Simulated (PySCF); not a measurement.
# Sm(OH)2: other functionals and bases at one geometry

How far do other levels of theory move the description of Sm(OH)2, and what does each cost? The species was built from a template and needn't be a known compound.

Method: several levels, as the steps say, no spin–orbit coupling; program: PySCF 2.14.0.

5 further runs of the same task are left out: 2 for a known fault of the program, 3 that didn't finish.

## (1) Starting geometry

5 atoms, charge 0, spin multiplicity 1.

Bond lengths: Sm1–O2 2.184 Å, Sm1–O4 2.184 Å, O2–H3 0.971 Å, O4–H5 0.971 Å. Angles: O2–Sm1–O4 128.1°, Sm1–O2–H3 164.9°, Sm1–O4–H5 164.9°.

Coordinates:

```
Sm   -0.8738    0.0713   -0.0052
O     0.0787    0.1355    1.9593
H     0.7146    0.1365    2.6934
O     0.0787   -0.1484   -1.9584
H     0.7146   -0.2532   -2.6849
```

Formal oxidation states: Sm +2. Each metal's 6 4f electrons lie in its core potential, so multiplicities, spins and levels count the valence alone. An earlier session relaxed this geometry at BP86, Sm lcecp-0-SVP with ECP52, O def2-SVP, H def2-SVP (singlet, point group C2v).

At BP86 on the finer grid: E = -180.526445 Eh, frontier levels not given, since the 4f levels lie in the core, Mulliken charge on Sm1 +0.72 e, largest force component 0.018 eV/Å. 

Levels to run: CAM-B3LYP; wB97X; TPSSh; PBE; BP86, TZVP. Hardware: 2 threads of Arm Neoverse V2, shared host.

## (2) CAM-B3LYP

run.py (the lines that set the calculation)

```python
mol = gto.M(atom='''
Sm    -0.87377     0.07134    -0.00517
O      0.07868     0.13553     1.95932
H      0.71455     0.13654     2.69339
O      0.07868    -0.14838    -1.95839
H      0.71455    -0.25322    -2.68493''',
    basis={'Sm': 'lcecp-0-SVP', 'O': 'def2-SVP', 'H': 'def2-SVP'},
    ecp={'Sm': 'lcecp-0-SVP'},
    charge=0, spin=0)
mf = dft.RKS(mol, xc='CAMB3LYP')
mf.grids.atom_grid = (75, 302)  # f atoms: unpruned, at least (60, 302)
mf = mf.density_fit()  # fitting sets: Sm AutoAux, O def2-universal-JKFIT, H def2-universal-JKFIT
mf.conv_tol = 1e-08; mf.max_cycle = 55
mf.kernel(dm0)  # dm0: the density of the relaxed state
```

Command:

```bash
OMP_NUM_THREADS=2 python run.py
```

## (3) wB97X

Changes to run.py (the lines that set the calculation) since step 2:

```diff
@@ -9,3 +9,3 @@
     charge=0, spin=0)
-mf = dft.RKS(mol, xc='CAMB3LYP')
+mf = dft.RKS(mol, xc='WB97X')
 mf.grids.atom_grid = (75, 302)  # f atoms: unpruned, at least (60, 302)
```

## (4) TPSSh

Changes to run.py (the lines that set the calculation) since step 3:

```diff
@@ -9,3 +9,3 @@
     charge=0, spin=0)
-mf = dft.RKS(mol, xc='WB97X')
+mf = dft.RKS(mol, xc='TPSSH')
 mf.grids.atom_grid = (75, 302)  # f atoms: unpruned, at least (60, 302)
```

## (5) PBE

Changes to run.py (the lines that set the calculation) since step 4:

```diff
@@ -9,3 +9,3 @@
     charge=0, spin=0)
-mf = dft.RKS(mol, xc='TPSSH')
+mf = dft.RKS(mol, xc='PBE')
 mf.grids.atom_grid = (75, 302)  # f atoms: unpruned, at least (60, 302)
```

## (6) BP86, TZVP

Basis: Sm lcecp-0-TZVP with ECP52, O def2-TZVP, H def2-TZVP. 

run.py (the lines that set the calculation)

```python
mol = gto.M(atom='''
Sm    -0.87377     0.07134    -0.00517
O      0.07868     0.13553     1.95932
H      0.71455     0.13654     2.69339
O      0.07868    -0.14838    -1.95839
H      0.71455    -0.25322    -2.68493''',
    basis={'Sm': 'lcecp-0-TZVP', 'O': 'def2-TZVP', 'H': 'def2-TZVP'},
    ecp={'Sm': 'lcecp-0-TZVP'},
    charge=0, spin=0)
mf = dft.RKS(mol, xc='B88,P86')
mf.grids.atom_grid = (75, 302)  # f atoms: unpruned, at least (60, 302)
mf = mf.density_fit()  # fitting sets: Sm AutoAux, O def2-universal-JKFIT, H def2-universal-JKFIT
mf.conv_tol = 1e-08; mf.max_cycle = 55
mf.kernel(dm0)  # dm0: free metal ions and neutral atoms
```

Before running it: what results should come out? Wanted: for each run, charge on Sm1; dipole; largest force.

**Answer**, as computed:

| level | state | charge on Sm1 (e) | dipole (D) | largest force (eV/Å) | basis functions | time |
| --- | --- | --- | --- | --- | --- | --- |
| BP86 (relaxed here) | singlet | 0.72 | 3.18 | 0.02 | 69 | 3.9 s |
| CAM-B3LYP | singlet | 0.85 | 3.51 | 0.40 | 69 | 2.6 s |
| wB97X | singlet | 0.89 | 3.65 | 0.53 | 69 | 2.5 s |
| TPSSh | singlet | 0.83 | 3.40 | 0.23 | 69 | 2.8 s |
| PBE | singlet | 0.71 | 3.15 | 0.04 | 69 | 2.1 s |
| BP86, TZVP | singlet | 1.14 | 3.63 | 0.23 | 121 | 6.2 s |

Times are on 2 threads of Arm Neoverse V2, shared host; the first row also made further properties.

The largest leftover force, 0.53 eV/Å with wB97X, stands at a geometry relaxed at another level. The Mulliken charge on Sm spans +0.71 to +1.14 e over the levels. With 4f in the core, its levels are missing from HOMO and gap. Total energies of different levels can't be compared. Spin–orbit coupling is left out throughout.
